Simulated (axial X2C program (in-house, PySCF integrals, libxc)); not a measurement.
# A two-component session on AuS⁺: properties at the nuclei

Wanted for AuS⁺: properties at the nuclei, at the two-component level.

The runs use an in-house X2C program for linear molecules on PySCF integrals; two-component X2C with atomic mean-field terms, Au dyall-cv3z, S dyall-av3z.

All values are calculated.

## Step 1: Set-up

Contents of task.json:

```json
{"zs": [79, 16], "q": 1, "bas": ["dyall-cv3z", "dyall-av3z"], "r0": 2.15, "levels": ["PBE0", "HF", "r2SCAN", "BP86", "PBE50"], "nst": 3}
```

Keys: zs atomic numbers; q charge; bas basis sets; r0 starting distance in Å; levels methods (HF also brings MP2); nst determinants followed.

Command:

```bash
$ python soeom.py task.json out
```

The runs that follow: Expectation values, lowest determinant; Expectation values, a higher determinant.

What does the calculation give? Wanted: lowest determinant; Eeff magnitude; Ws magnitude Au; A∥/gI Au; qzz Au; higher determinant; qzz S (for each run or level that gives them).

As calculated:

| quantity | value |
| --- | --- |
| lowest determinant | Ω = 1 (excess of +ω over −ω: ω = -1/2, ω = 3/2) |
| Eeff magnitude (GV/cm), PBE0 | 6.95 |
| Ws magnitude Au (kHz), PBE0 | 5.04 |
| A∥/gI Au (MHz), PBE0 | -1510 |
| qzz Au (a.u.), PBE0 | 1.27 |
| higher determinant | Ω = 0 (closed shell) |
| qzz Au (a.u.), PBE0, higher determinant | 1.72 |
| qzz S (a.u.), PBE0, higher determinant | -0.91 |

In words: In the first state, the effective field runs from 0.951 to 9.18 GV/cm over the mean-field levels, so the levels don't agree on it. The expectation values come from single determinants, which for open shells can mix terms of unlike spin or miss the lowest Ω, so a determinant need not be a state. Eeff is the effective electric field on the electron dipole moment in this Ω state and Ws the scalar–pseudoscalar constant (defined with the proton number Z and per Ω); A∥ is the parallel hyperfine constant, which follows by multiplying with the nuclear g factor gI = μI/(I μN); qzz is the electric field gradient, eQq0 = 234.96 MHz × Q/barn × qzz. The operators were transformed with the bare-nucleus X2C matrices.
